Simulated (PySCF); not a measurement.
**Mn⁺, Mn²⁺: ionisation energy in cc-pVTZ-DK**

Aim: the ionisation energy of manganese from differences of total energies, at each level of theory, and how far each lands from the tabulated value where there is one.

Method: unrestricted determinants in a Gaussian basis, no spin-orbit coupling in the energies. Code: PySCF 2.14.0.

## Step 1: The system

| Item | Value |
| --- | --- |
| Element | manganese (Z = 25) |
| Basis | cc-pVTZ-DK (7s6p4d2f1g, 68 functions) |
| Hamiltonian | the spin-free X2C one-electron Hamiltonian (Gaussian nucleus) |
| State 1 | Mn⁺: [Ar] 3d5 4s1, high-spin 7S determinant |
| State 2 | Mn²⁺: [Ar] 3d5, high-spin 6S determinant |
| Methods | UHF, LDA, PBE0, MP2 |
| Core shells frozen in the correlated runs | valence: [Ar] (for Mn⁺) |

The outer shells:

Mn+ [Ar] 3d5 4s1
```
[Ar] core
3d [↑ ][↑ ][↑ ][↑ ][↑ ]
4s [↑ ]
```

Mn2+ [Ar] 3d5
```
[Ar] core
3d [↑ ][↑ ][↑ ][↑ ][↑ ]
```

One driver process ran all states and methods and kept the integrals in memory. Each run is shown as a PySCF script that sums up its settings (the driver passes frozen orbitals as a list and adds second-order terms of double hybrids); the logs are those of the runs themselves. The driver starts from symmetry-adapted Hartree-Fock orbitals, holds the occupation by maximum overlap and uses a logarithmic radial grid for functionals, so a plain start would take other cycles.

The driver's launch:

```
> OMP_NUM_THREADS=1 python atomrun2.py TASK.json OUT
```

The integrals over 68 functions and the set-up took 0.84 s of CPU time.

## Step 2: Mn⁺, method by method

**UHF**

Input file input.py:

```python
from pyscf import gto, scf, dft, mp, cc
import basis_set_exchange as bse
mol = gto.M(atom="Mn 0 0 0", charge=1, spin=6, symmetry="D2h",
            basis=gto.basis.parse(bse.get_basis("cc-pVTZ-DK", elements=["Mn"], fmt="nwchem", header=False)),
            nucmod="G")
mf = scf.UHF(mol).sfx2c1e()
mf.irrep_nelec = {'Ag': (6, 3), 'B1g': (1, 0), 'B2g': (1, 0), 'B3g': (1, 0), 'B1u': (2, 2), 'B2u': (2, 2), 'B3u': (2, 2)}
mf.kernel()
```

**LDA**

input.py differs from the last one in:

```diff
@@ -5,3 +5,3 @@
             nucmod="G")
-mf = scf.UHF(mol).sfx2c1e()
+mf = dft.UKS(mol, xc="LDA,VWN").sfx2c1e()
 mf.irrep_nelec = {'Ag': (6, 3), 'B1g': (1, 0), 'B2g': (1, 0), 'B3g': (1, 0), 'B1u': (2, 2), 'B2u': (2, 2), 'B3u': (2, 2)}
```

**PBE0**

input.py differs from the last one in:

```diff
@@ -5,3 +5,3 @@
             nucmod="G")
-mf = dft.UKS(mol, xc="LDA,VWN").sfx2c1e()
+mf = dft.UKS(mol, xc="PBE0").sfx2c1e()
 mf.irrep_nelec = {'Ag': (6, 3), 'B1g': (1, 0), 'B2g': (1, 0), 'B3g': (1, 0), 'B1u': (2, 2), 'B2u': (2, 2), 'B3u': (2, 2)}
```

**MP2 (valence)**

input.py differs from the last one in:

```diff
@@ -5,4 +5,5 @@
             nucmod="G")
-mf = dft.UKS(mol, xc="PBE0").sfx2c1e()
+mf = scf.UHF(mol).sfx2c1e()
 mf.irrep_nelec = {'Ag': (6, 3), 'B1g': (1, 0), 'B2g': (1, 0), 'B3g': (1, 0), 'B1u': (2, 2), 'B2u': (2, 2), 'B3u': (2, 2)}
 mf.kernel()
+mp.UMP2(mf, frozen=9).kernel()
```

## Step 3: Mn²⁺, method by method

**UHF**

Input file input.py:

```python
from pyscf import gto, scf, dft, mp, cc
import basis_set_exchange as bse
mol = gto.M(atom="Mn 0 0 0", charge=2, spin=5, symmetry="D2h",
            basis=gto.basis.parse(bse.get_basis("cc-pVTZ-DK", elements=["Mn"], fmt="nwchem", header=False)),
            nucmod="G")
mf = scf.UHF(mol).sfx2c1e()
mf.irrep_nelec = {'Ag': (5, 3), 'B1g': (1, 0), 'B2g': (1, 0), 'B3g': (1, 0), 'B1u': (2, 2), 'B2u': (2, 2), 'B3u': (2, 2)}
mf.kernel()
```

**LDA**

input.py differs from the last one in:

```diff
@@ -5,3 +5,3 @@
             nucmod="G")
-mf = scf.UHF(mol).sfx2c1e()
+mf = dft.UKS(mol, xc="LDA,VWN").sfx2c1e()
 mf.irrep_nelec = {'Ag': (5, 3), 'B1g': (1, 0), 'B2g': (1, 0), 'B3g': (1, 0), 'B1u': (2, 2), 'B2u': (2, 2), 'B3u': (2, 2)}
```

**PBE0**

input.py differs from the last one in:

```diff
@@ -5,3 +5,3 @@
             nucmod="G")
-mf = dft.UKS(mol, xc="LDA,VWN").sfx2c1e()
+mf = dft.UKS(mol, xc="PBE0").sfx2c1e()
 mf.irrep_nelec = {'Ag': (5, 3), 'B1g': (1, 0), 'B2g': (1, 0), 'B3g': (1, 0), 'B1u': (2, 2), 'B2u': (2, 2), 'B3u': (2, 2)}
```

**MP2 (valence)**

input.py differs from the last one in:

```diff
@@ -5,4 +5,5 @@
             nucmod="G")
-mf = dft.UKS(mol, xc="PBE0").sfx2c1e()
+mf = scf.UHF(mol).sfx2c1e()
 mf.irrep_nelec = {'Ag': (5, 3), 'B1g': (1, 0), 'B2g': (1, 0), 'B3g': (1, 0), 'B1u': (2, 2), 'B2u': (2, 2), 'B3u': (2, 2)}
 mf.kernel()
+mp.UMP2(mf, frozen=9).kernel()
```

**Question.** What will these runs give?

As calculated:

| quantity | value |
| --- | --- |
| ionisation energy, Mn⁺ | UHF 14.856, MP2 (valence) 15.296 eV; reference 15.640 |

Accuracy against cost (mean over 1 difference):

```csv
method,mean absolute miss against the measured value (with the measured fine structure taken into account where it is known) (eV),"CPU time, both states (s)"
UHF,0.784,0.64
LDA,0.903,1.5
PBE0,0.338,2.5
MP2 (valence),0.344,0.74
SCS-MP2 (valence),0.637,0.74
```

In words: PBE0 lands nearest to the measured value (off by 0.34 eV), level with MP2 (valence); LDA misses by most (0.90 eV). Hartree-Fock falls short because the species with more electrons holds more correlation energy, which it lacks. LDA is off by +0.90 eV. The basis is finite, and no extrapolation was made. The dearest level timed, PBE0, costs 3.9 times the cheapest, UHF, and differs from the measured value (with the measured fine structure taken into account where it is known) by 0.34 against 0.78 eV.
